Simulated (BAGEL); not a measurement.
# RI-MP2/def2-SVP (density fitting with qzvpp-jkfit) run of CH2AlF3 (AlH2(CF3))

What is the energy change on altering one bond length of CH2AlF3 (AlH2(CF3)) at RI-MP2/def2-SVP (density fitting with qzvpp-jkfit)? 

The results are computed with BAGEL 1.2.2.

5 further runs of the same task are left out: 3 that didn't finish, 2 set aside as unsound or not needed.

## (1) Starting point

CH2AlF3: 7 atoms, total charge 0, spin state singlet. SMILES: `[H][Al]([H])[C](F)(F)F`. The shape comes from GFN1-xTB, which is rough for such elements, and wasn't checked as a minimum.

Bond lengths: Al1–C4 1.987 Å, C4–F5 1.367 Å, C4–F6 1.357 Å, C4–F7 1.364 Å, Al1–H2 1.534 Å, Al1–H3 1.535 Å. Angles: Al1–C4–F5 109.6°, Al1–C4–F6 119.9°, Al1–C4–F7 111.4°, F5–C4–F6 104.9°, F5–C4–F7 104.7°, F6–C4–F7 105.1°, H2–Al1–C4 117.4°, H3–Al1–C4 117.9°, H2–Al1–H3 124.6°.

## (2) A single-point energy at RI-MP2/def2-SVP (density fitting with qzvpp-jkfit)

File mp2.json:

```json
{ "bagel" : [

{
  "title" : "molecule",
  "basis" : "svp",
  "df_basis" : "qzvpp-jkfit",
  "angstrom" : true,
  "geometry" : [
    { "atom" : "Al", "xyz" : [       0.582820,       1.010270,      -0.017270 ] },
    { "atom" : "H", "xyz" : [       2.112350,       0.934920,       0.073090 ] },
    { "atom" : "H", "xyz" : [      -0.230140,       2.312230,       0.012760 ] },
    { "atom" : "C", "xyz" : [      -0.415430,      -0.707850,      -0.057220 ] },
    { "atom" : "F", "xyz" : [       0.248350,      -1.641110,       0.688970 ] },
    { "atom" : "F", "xyz" : [      -0.663110,      -1.319300,      -1.242600 ] },
    { "atom" : "F", "xyz" : [      -1.634830,      -0.589160,       0.542280 ] }
  ]
},

{ "title" : "hf" },

{ "title" : "mp2", "ncore" : 9 }

]}
```

Run with:

```bash
$ BAGEL_NUM_THREADS=1 BAGEL mp2.json > mp2.out
```

Log:

```text
* using 1 threads per process

  ===============================================================
  ===============================================================

  *** Geometry ***

  { "atom" : "Al", "xyz" : [      1.101370,      1.909134,     -0.032636 ] },
  { "atom" : "H", "xyz" : [      3.991763,      1.766743,      0.138120 ] },
  { "atom" : "H", "xyz" : [     -0.434902,      4.369481,      0.024113 ] },
  { "atom" : "C", "xyz" : [     -0.785049,     -1.337643,     -0.108130 ] },
  { "atom" : "F", "xyz" : [      0.469313,     -3.101248,      1.301965 ] },
  { "atom" : "F", "xyz" : [     -1.253096,     -2.493116,     -2.348174 ] },
  { "atom" : "F", "xyz" : [     -3.089381,     -1.113351,      1.024761 ] },

  Number of auxiliary basis functions:      470

  Since a DF basis is specified, we compute 2- and 3-index integrals:
    o Being stored without compression. Storage requirement is 0.027 GB

  Number of basis functions:       84
  Number of electrons      :       48

    * METHOD: MOLECULE                             0.18

  *** RHF ***

  === Nuclear Repulsion ===
   228.0709557933

      * DIIS with orbital gradients will be used.

  === RHF iteration (svp) ===
      0       -578.65049265          0.02049419           0.06
      1       -578.80935226          0.01348327           0.05
      2       -578.89163341          0.00127598           0.06
      3       -578.89374580          0.00024758           0.06
      4       -578.89382013          0.00008965           0.06
      5       -578.89383175          0.00002204           0.06
      6       -578.89383244          0.00000782           0.06
      7       -578.89383249          0.00000281           0.06
      8       -578.89383250          0.00000080           0.06
      9       -578.89383250          0.00000033           0.06
     10       -578.89383250          0.00000004           0.06
     11       -578.89383250          0.00000001           0.06
     12       -578.89383250          0.00000000           0.06
    * SCF iteration converged.

    * Permanent dipole moment:
           (   -0.564345,    -0.996045,     0.120791) a.u.

    * METHOD: HF                                   0.87

  *** RHF ***

  === Nuclear Repulsion ===
   228.0709557933

      * DIIS with orbital gradients will be used.

  === RHF iteration (svp) ===
      0       -578.89383250          0.00000000           0.06
    * SCF iteration converged.

    * Permanent dipole moment:
           (   -0.564345,    -0.996045,     0.120791) a.u.

  === DF-MP2 calculation ===

    * freezing 9 orbitals
    * 3-index integral transformation done
    * assembly done

      MP2 correlation energy:   -0.7428915635      0.04

      MP2 total energy:       -579.6367240672

    * METHOD: MP2                                  0.16

  ===============================================================
```

Wall time 1.4 s (1 thread of Arm Neoverse V2, shared host); peak memory 0.12 GiB.

## (3) The distorted shape, same level

File mp2.json:

```json
{ "bagel": [

{
  "title": "molecule",
  "basis": "svp",
  "df_basis": "qzvpp-jkfit",
  "angstrom": true,
  "geometry": [
    { "atom": "Al", "xyz": [    0.882290,    1.525697,   -0.005285 ] },
    { "atom": "H", "xyz": [    2.411820,    1.450347,    0.085075 ] },
    { "atom": "H", "xyz": [    0.069330,    2.827657,    0.024745 ] },
    { "atom": "C", "xyz": [   -0.415430,   -0.707850,   -0.057220 ] },
    { "atom": "F", "xyz": [    0.248350,   -1.641110,    0.688970 ] },
    { "atom": "F", "xyz": [   -0.663110,   -1.319300,   -1.242600 ] },
    { "atom": "F", "xyz": [   -1.634830,   -0.589160,    0.542280 ] }
  ]
},
{ "title": "hf" },
{ "title": "mp2", "ncore": 9 }

]}
```

Run with:

```bash
$ BAGEL_NUM_THREADS=1 BAGEL mp2.json > mp2.out
```

Log:

```text
* using 1 threads per process

  ===============================================================
  ===============================================================

  *** Geometry ***

  { "atom" : "Al", "xyz" : [      1.667286,      2.883149,     -0.009987 ] },
  { "atom" : "H", "xyz" : [      4.557679,      2.740759,      0.160768 ] },
  { "atom" : "H", "xyz" : [      0.131015,      5.343497,      0.046761 ] },
  { "atom" : "C", "xyz" : [     -0.785049,     -1.337643,     -0.108130 ] },
  { "atom" : "F", "xyz" : [      0.469313,     -3.101248,      1.301965 ] },
  { "atom" : "F", "xyz" : [     -1.253096,     -2.493116,     -2.348174 ] },
  { "atom" : "F", "xyz" : [     -3.089381,     -1.113351,      1.024761 ] },

  Number of auxiliary basis functions:      470

  Since a DF basis is specified, we compute 2- and 3-index integrals:
    o Being stored without compression. Storage requirement is 0.027 GB

  Number of basis functions:       84
  Number of electrons      :       48

    * METHOD: MOLECULE                             0.17

  *** RHF ***

  === Nuclear Repulsion ===
   211.2986149274

      * DIIS with orbital gradients will be used.

  === RHF iteration (svp) ===
      0       -578.58918561          0.02063423           0.06
      1       -578.76314298          0.01330886           0.05
      2       -578.84701115          0.00143810           0.06
      3       -578.84986947          0.00039352           0.06
      4       -578.85004878          0.00013792           0.06
      5       -578.85007939          0.00003424           0.06
      6       -578.85008143          0.00000740           0.06
      7       -578.85008151          0.00000328           0.06
      8       -578.85008152          0.00000088           0.06
      9       -578.85008152          0.00000031           0.06
     10       -578.85008152          0.00000008           0.06
     11       -578.85008152          0.00000002           0.06
     12       -578.85008152          0.00000001           0.06
    * SCF iteration converged.

    * Permanent dipole moment:
           (   -0.928561,    -1.618827,     0.091517) a.u.

    * METHOD: HF                                   0.87

  *** RHF ***

  === Nuclear Repulsion ===
   211.2986149274

      * DIIS with orbital gradients will be used.

  === RHF iteration (svp) ===
      0       -578.85008152          0.00000000           0.05
    * SCF iteration converged.

    * Permanent dipole moment:
           (   -0.928561,    -1.618827,     0.091517) a.u.

  === DF-MP2 calculation ===

    * freezing 9 orbitals
    * 3-index integral transformation done
    * assembly done

      MP2 correlation energy:   -0.7463760977      0.04

      MP2 total energy:       -579.5964576226

    * METHOD: MP2                                  0.16

  ===============================================================
```

It took 1.4 s on 1 thread of Arm Neoverse V2, shared host; peak memory 0.12 GiB.

## (4) Summary of results

At RI-MP2/def2-SVP (density fitting with qzvpp-jkfit), 9 core orbitals frozen:

| quantity | value |
| --- | --- |
| first shape: total energy | -579.63672 Eh |
| first shape: correlation energy (9 core orbitals frozen) | -742.9 mEh |
| distorted shape: total energy | -579.59646 Eh |
| distorted shape: correlation energy (9 core orbitals frozen) | -746.4 mEh |
| energy change with the Al1–C4 bond stretched from 1.987 to 2.584 Å | 1.096 eV |

In words: With the Al1–C4 bond stretched from 1.987 to 2.584 Å the energy rises by 1.10 eV (25 kcal/mol). The first shape isn't relaxed at this level, so the change isn't measured from a minimum.
